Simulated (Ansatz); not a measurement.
# EuS3: the cost of one run

Program: Ansatz 0.2.0. Level of theory: DFT PBE, scalar-relativistic, plane waves, PAW. These are calculated values, not measurements.

### 1 The structure to begin with

Symmetry: Immm, No. 71, orthorhombic system. Conventional cell: a = 5.469 Å, b = 5.693 Å, c = 7.633 Å, α = 90.00°, β = 90.00°, γ = 90.00°. Eu (site symmetry mmm) has 4 S at 2.85 to 2.94 Å as nearest neighbours. Around S (site symmetry mm2) lie 1 S at 1.76 Å. S (site symmetry mmm) is surrounded by 2 Eu at 2.85 Å and 4 S at 2.87 Å.

Structure file:

```xyz
4
Lattice="-2.7343 2.8464 3.8163 2.7343 -2.8464 3.8163 2.7343 2.8464 -3.8163" Properties=species:S:1:pos:R:3 pbc="T T T"
Eu    0.0000    0.0000    3.8163
S     0.0000    0.0000    0.8789
S     0.0000    0.0000    6.7537
S     2.7343    0.0000    0.0000
```

A structure generator made this guess: random cell by space group and Wyckoff sites (Immm, No. 71). The dimensions are guesses.

### 2 The guess as it stands, on a coarse mesh

input.yaml

```yaml
crystal:
  lattice:
    - [-2.73428883, 2.84642014, 3.81629664]
    - [2.73428883, -2.84642014, 3.81629664]
    - [2.73428883, 2.84642014, -3.81629664]
  atoms:
    - { symbol: Eu, position: [0.5, 0.5, 0.0], spin: 7.0 }
    - { symbol: S, position: [0.1151564, 0.1151564, 0.0] }
    - { symbol: S, position: [0.8848436, 0.8848436, 0.0] }
    - { symbol: S, position: [0.0, 0.5, 0.5] }
basis:
  ecutwfc: 420
kpoints:
  mp_grid: { grid: [4, 4, 4] }
hamiltonian:
  xc: pbe
scf:
  occupations: { method: gaussian, width: 0.1 }
  lower_state_search: "off"
output:
  forces: true
  stress: true
  eigenvalues: true
  populations: true
magnetization:
  spin_polarized: true
```

Started as:

```bash
$ ansatz run input.yaml --threads 1 --pin off --max-ram 2560MiB --backend cpu --events-out ev --progress --plain --runs-dir out
```

What time and memory should one allow on 1 thread of Intel Xeon Platinum 8375C at 2.90GHz (Ice Lake), shared host?

About 8.9 s, with a peak of 0.49 GiB.
